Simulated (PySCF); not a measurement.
# Pt3 (Pt3): the cost of one run

Computed with PySCF 2.14.0. Level: several levels, as the steps say, no spin–orbit coupling.

4 further runs of the same task are left out: 2 for a known fault of the program, 2 that didn't finish.

### Step 1. The system as given

3 atoms, charge 0, spin multiplicity 3.

Bond lengths: Pt1–Pt2 2.384 Å, Pt2–Pt3 2.384 Å. Angles: Pt1–Pt2–Pt3 180.0°.

Geometry (Å):

```xyz
3

Pt    0.00000    0.00000    2.38423
Pt    0.00000    0.00000    0.00000
Pt    0.00000    0.00000   -2.38423
```

An earlier session relaxed this geometry at TPSS, Pt def2-SVP with ECP60 (triplet, point group D∞h).

At TPSS on the finer grid: E = -357.908915 Eh, HOMO -5.50 eV, LUMO -5.39 eV (over both spins), ⟨S²⟩ = 3.007, Mulliken charge on Pt1 +0.17 e, largest force component 0.013 eV/Å. The state is spin-contaminated.

Levels to run: BP86; BLYP; HF; r2SCAN. Hardware: 2 threads of Arm Neoverse V1, shared host.

### Step 2. BP86

run.py (the lines that set the calculation) reads:

```python
mol = gto.M(atom='''
Pt     0.00000     0.00000     2.38423
Pt     0.00000     0.00000     0.00000
Pt     0.00000     0.00000    -2.38423''',
    basis={'Pt': 'def2-SVP'},
    ecp={'Pt': 'def2-SVP'},
    charge=0, spin=2)
mf = dft.UKS(mol, xc='B88,P86')
mf.grids.atom_grid = (75, 302)
mf = mf.density_fit()  # fitting sets: Pt def2-universal-JKFIT
mf.conv_tol = 1e-08; mf.max_cycle = 55
mf.kernel(dm0)  # dm0: the density of the relaxed state
```

Command:

```bash
> OMP_NUM_THREADS=2 python run.py
```

**Question.** How long does this run take on 2 threads of Arm Neoverse V1, shared host?

About 1.7 min.
